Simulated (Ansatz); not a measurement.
Co2PdO4 in Ansatz: the effect of starting spin order

Slab: Co2PdO4, a slab with vacuum.

```
O Co Pd
1.0
     2.84500    0.00000    0.00000
    -1.42250    2.46384    0.00000
     0.00000    0.00000   22.90952
O Co Pd
4 2 1
Direct
  0.00000 0.00000 0.32737
  0.66667 0.33333 0.41247
  0.66667 0.33333 0.58753
  0.33333 0.66667 0.67263
  0.33333 0.66667 0.36992
  0.00000 0.00000 0.63008
  0.66667 0.33333 0.50000
```

The cell isn't the ideal one: the (0 0 1) slab of CoPdO2, cut from the database cell, not relaxed.

Alike in all runs:

```yaml
Program: Ansatz 0.2.0
Task: single point
Functional: PBE
Potentials_or_basis: Ansatz PAW
Cutoff: "420 eV (not typed: the program's choice for these potentials)"
k_mesh: 11 × 11 × 1
Occupations: fermi-dirac, width 0.05 eV
```

Problem. One run gave: energy over the lowest run 8.2 meV/atom; final net moment 0.00 μB; final largest site moment 0.00 μB. Which starting spin order did it use?
A. spin off
B. ferri
C. fm
D. afm
E. ferromagnetic start, larger moments

Solution. A.

```tsv
starting spin order	spin	starting moments	energy over the lowest run (meV/atom)	final net moment (μB)	final largest site moment (μB)
spin off	no spin polarisation	-	8.2	0.00	0.00
fm	collinear spin, ferromagnetic start	[0.0, 2.0, 0.0, 0.0, 0.0, 2.0, 0.0] μB	0.0	-0.99	0.36
afm	collinear spin, antiferromagnetic start	[0.0, 2.0, 0.0, 0.0, 0.0, -2.0, 0.0] μB	0.1	0.00	0.36
ferri	collinear spin, ferrimagnetic start	[0.0, 2.0, 0.0, 0.0, 0.0, -1.0, 0.0] μB	0.1	0.00	0.36
random	collinear spin, random start	[0.0, 0.56, 0.0, 0.0, 0.0, 0.65, 0.0] μB	0.0	0.99	0.36
ferromagnetic start, larger moments	collinear spin, ferromagnetic start	[0.0, 3.5, 0.0, 0.0, 0.0, 3.5, 0.0] μB	0.0	-0.99	0.36
```
